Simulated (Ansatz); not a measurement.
# C₂H₂ClFSi: small, medium and large basis sets

Aim: see how fast density functionals converge with the basis set for C₂H₂ClFSi.

The runs use Ansatz 0.2.0, Gaussian basis; one geometry, several basis sets.

Plan: PBE0-D4/def2-SVP; ωB97M-V/def2-SVP; PBE0-D4/def2-QZVPP; ωB97M-V/def2-QZVPP; the functionals' def2-TZVPP values are taken from earlier runs.

### Step 1. The geometry

An earlier PBE0-D4 in a triple-zeta def2 set relaxation fixed the geometry.

SMILES `FC1=C(Cl)[SiH2]1`, 7 atoms, charge 0, spin multiplicity 1.

Atoms are counted from 1 here; the program's logs count them from 0.

Bond lengths: F1–C2 1.315 Å, C2–C3 1.325 Å, C2–Si5 1.809 Å, C3–Cl4 1.694 Å, C3–Si5 1.826 Å, Si5–H6 1.483 Å, Si5–H7 1.483 Å. Angles: F1–C2–C3 136.4°, F1–C2–Si5 154.3°, C3–C2–Si5 69.3°, C2–C3–Cl4 138.3°, C2–C3–Si5 67.9°, Cl4–C3–Si5 153.8°, C2–Si5–C3 42.8°, C2–Si5–H6 122.1°, C2–Si5–H7 122.1°, C3–Si5–H6 121.8°, C3–Si5–H7 121.8°, H6–Si5–H7 110.8°.

As a file:

```xyz
7
C2H2ClFSi
F     1.1078   -1.3132    1.5150
C     0.4729   -0.5665    0.6384
C    -0.5168   -0.7350   -0.2269
Cl   -1.5548   -1.9739   -0.7350
Si    0.1366    0.9698   -0.2549
H    -0.5979    2.0983    0.3675
H     1.0135    1.4525   -1.3498
```

### Step 2. PBE0-D4 in def2-SVP

File in.yaml:

```yaml
crystal:
  periodic: [false, false, false]
  atoms:
    - {symbol: F, position_ang: [1.107812, -1.313206, 1.514957]}
    - {symbol: C, position_ang: [0.472862, -0.566544, 0.638356]}
    - {symbol: C, position_ang: [-0.516789, -0.735041, -0.226891]}
    - {symbol: Cl, position_ang: [-1.554832, -1.973910, -0.734989]}
    - {symbol: Si, position_ang: [0.136638, 0.969751, -0.254899]}
    - {symbol: H, position_ang: [-0.597892, 2.098344, 0.367536]}
    - {symbol: H, position_ang: [1.013501, 1.452506, -1.349769]}
basis:
  gaussian: {orbitals: def2-SVP}
hamiltonian: {xc: pbe0, dispersion: d4}
output: {orbitals: {seedname: orbitals}}
```

Launch:

```console
$ ansatz run in.yaml --threads 2 --pin off --events-out ev --progress --plain --max-ram 4352MiB
```

After this run come: ωB97M-V in def2-SVP; PBE0-D4 in def2-QZVPP; ωB97M-V in def2-QZVPP.

**Question.** What will the summary of the whole plan be? Wanted: PBE0-D4: double and triple zeta above quadruple; ωB97M-V: double and triple zeta above quadruple.

The runs gave:

| quantity | value |
| --- | --- |
| PBE0-D4: double and triple zeta above quadruple | 13.69, 0.89 eV |
| ωB97M-V: double and triple zeta above quadruple | 13.72, 0.83 eV |

**Reading.** PBE0-D4 gains 12.81 eV from double to triple zeta, then 0.89 eV more. These are total energies; as a rule much of such shifts cancels in differences, which this series doesn't test. The LUMO of ωB97M-V is positive and keeps falling with the basis (1.59 to 0.75 eV): an unbound level that the basis holds in place.
